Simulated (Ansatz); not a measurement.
# ZnHCl (SMILES [Cl][ZnH]): functionals against CCSD(T) at one geometry

A test off equilibrium: a structure displaced at random from a GFN2-xTB minimum is computed at several levels, and each is set against CCSD(T).

Program: Ansatz 0.2.0, Gaussian basis. Level of theory: single points in def2-TZVPP. These are calculated values, not measurements.

Correlated methods freeze the cores. The 3s and 3p shells of Cu and Zn are frozen; filled d shells are correlated.

### Step 1. The starting structure

SMILES `[Cl][ZnH]`, 3 atoms, charge 0, spin multiplicity 1.

Atoms are counted from 1 here; the program's logs count them from 0.

Bond lengths: Cl1–Zn2 2.166 Å, Zn2–H3 1.581 Å. Angles: Cl1–Zn2–H3 178.1°.

Geometry (Å):

```xyz
3

Cl    1.6700   -0.6056    0.8695
Zn   -0.1672    0.0248   -0.0890
H    -1.5215    0.5106   -0.7447
```

### Step 2. CCSD(T)/def2-TZVPP

run/in.yaml reads:

```yaml
crystal:
  periodic: [false, false, false]
  atoms:
    - {symbol: Cl, position_ang: [1.670000, -0.605600, 0.869500]}
    - {symbol: Zn, position_ang: [-0.167200, 0.024800, -0.089000]}
    - {symbol: H, position_ang: [-1.521500, 0.510600, -0.744700]}
basis:
  gaussian: {orbitals: def2-TZVPP}
correlation: {method: ccsd_t, frozen_orbitals: {Cl: 5, H: 0, Zn: 9}}
output: {forces: true}
```

The command line of these runs was not kept.

### Step 3. PBE0-D4/def2-TZVPP

Changes to run/in.yaml since step 2:

```diff
@@ -8,3 +8,3 @@
   gaussian: {orbitals: def2-TZVPP}
-correlation: {method: ccsd_t, frozen_orbitals: {Cl: 5, H: 0, Zn: 9}}
-output: {forces: true}
+hamiltonian: {xc: pbe0, dispersion: d4}
+output: {forces: true, orbitals: {seedname: orbitals}}
```

### Step 4. wB97M-V/def2-TZVPP

Changes to run/in.yaml since step 3:

```diff
@@ -8,3 +8,3 @@
   gaussian: {orbitals: def2-TZVPP}
-hamiltonian: {xc: pbe0, dispersion: d4}
-output: {forces: true, orbitals: {seedname: orbitals}}
+hamiltonian: {xc: {name: wB97M-V}}
+output: {forces: true}
```

### Step 5. r2SCAN-D4/def2-TZVPP

Changes to run/in.yaml since step 4:

```diff
@@ -8,3 +8,3 @@
   gaussian: {orbitals: def2-TZVPP}
-hamiltonian: {xc: {name: wB97M-V}}
+hamiltonian: {xc: r2scan, dispersion: d4}
 output: {forces: true}
```

### Step 6. PBE-D4/def2-TZVPP

Changes to run/in.yaml since step 5:

```diff
@@ -8,3 +8,3 @@
   gaussian: {orbitals: def2-TZVPP}
-hamiltonian: {xc: r2scan, dispersion: d4}
+hamiltonian: {xc: pbe, dispersion: d4}
 output: {forces: true}
```

### Step 7. wB97X-V/def2-TZVPP

Changes to run/in.yaml since step 6:

```diff
@@ -8,3 +8,3 @@
   gaussian: {orbitals: def2-TZVPP}
-hamiltonian: {xc: pbe, dispersion: d4}
+hamiltonian: {xc: {name: wB97X-V}}
 output: {forces: true}
```

### Step 8. CAM-B3LYP-D4/def2-TZVPP

Changes to run/in.yaml since step 7:

```diff
@@ -8,3 +8,3 @@
   gaussian: {orbitals: def2-TZVPP}
-hamiltonian: {xc: {name: wB97X-V}}
+hamiltonian: {xc: {name: CAM-B3LYP}, dispersion: d4}
 output: {forces: true}
```

(Steps that only read results are left out.)

Q: Predict the outcome of this session. Wanted: energy less free atoms, CCSD(T)/def2-TZVPP; RMS force component; RMS force error; HOMO and LUMO, PBE0-D4; T1 diagnostic.

**Answer**, as computed:

| quantity | value |
| --- | --- |
| energy less free atoms, CCSD(T)/def2-TZVPP | -5.559 eV |
| RMS force component | 0.369 to 0.471 eV/Å over the methods |
| RMS force error | PBE0-D4 0.067, wB97M-V 0.029, r2SCAN-D4 0.081, PBE-D4 0.041, wB97X-V 0.074, CAM-B3LYP-D4 0.058 eV/Å |
| HOMO and LUMO, PBE0-D4 | -8.77 and -0.81 eV |
| T1 diagnostic | 0.015 |

Against CCSD(T) the functionals' energies less atoms differ by -0.345 to -0.100 eV, PBE-D4 by -0.106 eV. The reference is not at the basis limit: in triple zeta CCSD(T) underbinds, which counts against methods that bind more; the gaps are no ranking. On forces the order runs from wB97M-V to r2SCAN-D4. Frozen-core CCSD(T) forces in triple zeta carry basis errors of their own, and this is one geometry, so small gaps rank nothing.
